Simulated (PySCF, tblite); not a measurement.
# C₆H₁₀N₂Si: geometry, infrared bands and NMR shifts

Aim: predict the infrared bands and NMR shifts of C₆H₁₀N₂Si (`N[SiH2]Nc1ccccc1`).

The runs use tblite 0.8.0 and PySCF 2.14.0, with density-fitted response routines of our own; the level of theory stands in each step. All values are computed, except where a source is named. Atoms count from 0, in the outputs and in this text.

## (1) The starting structure

19 atoms, charge 0, multiplicity 1; geometry from: force field or distance geometry start.

Bonds of the start (Å): N0–Si1 1.79, Si1–N2 1.79, N2–C3 1.43, C3–C4 1.39, C4–C5 1.37, C5–C6 1.40, C6–C7 1.39, C7–C8 1.39, C8–C3 1.38, N0–H9 1.02, N0–H10 1.01, Si1–H11 1.49, Si1–H12 1.46, N2–H13 1.05, C4–H14 1.07, C5–H15 1.10, C6–H16 1.08, C7–H17 1.08, C8–H18 1.10.

## (2) Relaxing the molecule with GFN2-xTB

What the job is given:

```
{"job": {"kind": "relax", "xc": "GFN2-xTB", "basis": "xTB"}, "charge": 0, "multiplicity": 1}
N      3.869600     0.066600    -0.511500
Si     2.255000    -0.682600    -0.368300
N      1.034000     0.623000    -0.248500
C     -0.357600     0.356100    -0.063600
C     -0.864300    -0.929700     0.076400
C     -2.213800    -1.119300     0.254400
C     -3.090300    -0.033300     0.323200
C     -2.569400     1.249700     0.205700
C     -1.204700     1.436600     0.011600
H      3.916500     0.622100    -1.366800
H      4.639500    -0.555900    -0.292900
H      2.215900    -1.570400     0.825200
H      1.999600    -1.529200    -1.529200
H      1.387800     1.606400    -0.345800
H     -0.213900    -1.776400     0.021900
H     -2.608900    -2.137000     0.367500
H     -4.152400    -0.167000     0.477900
H     -3.245400     2.087400     0.253100
H     -0.807100     2.462200    -0.082500
```

Command:

```
> OMP_NUM_THREADS=1 python probes_run.py task.json out
```

One launch serves the whole session: the jobs run in the order shown.

**Question.** This job is followed by: GFN2-xTB harmonic vibrations, gas phase; GIAO PBE0/pcSseg-1 NMR shielding, non-relativistic, gas phase. Predict these results of the whole session: strongest single infrared mode (GFN2-xTB); zero-point energy (GFN2-xTB); ¹³C shifts against TMS (PBE0/pcSseg-1, means over atoms taken as alike); ¹H shifts against TMS (PBE0/pcSseg-1, means over atoms taken as alike); ¹⁵N shifts against NH3 (PBE0/pcSseg-1); ²⁹Si shifts against TMS (PBE0/pcSseg-1).

**Answer**, as computed:

```
                                                               quantity                                   value
                              strongest single infrared mode (GFN2-xTB)                   2165 cm⁻¹, 405 km/mol
                                           zero-point energy (GFN2-xTB)                           91.6 kcal/mol
¹³C shifts against TMS (PBE0/pcSseg-1, means over atoms taken as alike)          151.6, 135.0, 122.0, 118.0 ppm
 ¹H shifts against TMS (PBE0/pcSseg-1, means over atoms taken as alike)  7.43, 6.92, 6.70, 5.52, 3.05, 0.12 ppm
                                 ¹⁵N shifts against NH3 (PBE0/pcSseg-1)                           78.6, 6.0 ppm
                                ²⁹Si shifts against TMS (PBE0/pcSseg-1)                               -39.0 ppm
```

**Reading.** The optimisation took 71 steps and gained 0.426 eV; among the close pairs (by a distance rule), Si1–N2 changed most, from 1.792 to 1.728 Å. All 51 modes are real, so the xTB geometry is a minimum. The strongest single mode, at 2165 cm⁻¹, moves mainly H12. GFN2-xTB is a fitted tight-binding method: band positions and strengths are rough. Its intensities can rank the bands wrongly. At PBE0/pcSseg-1: Shielding is most anisotropic at C5, C7 (span 236 ppm, paramagnetic term -200 ppm). NICS(1)zz of -26 ppm above the planar ring from C3 marks a diatropic (aromatic) ring current.
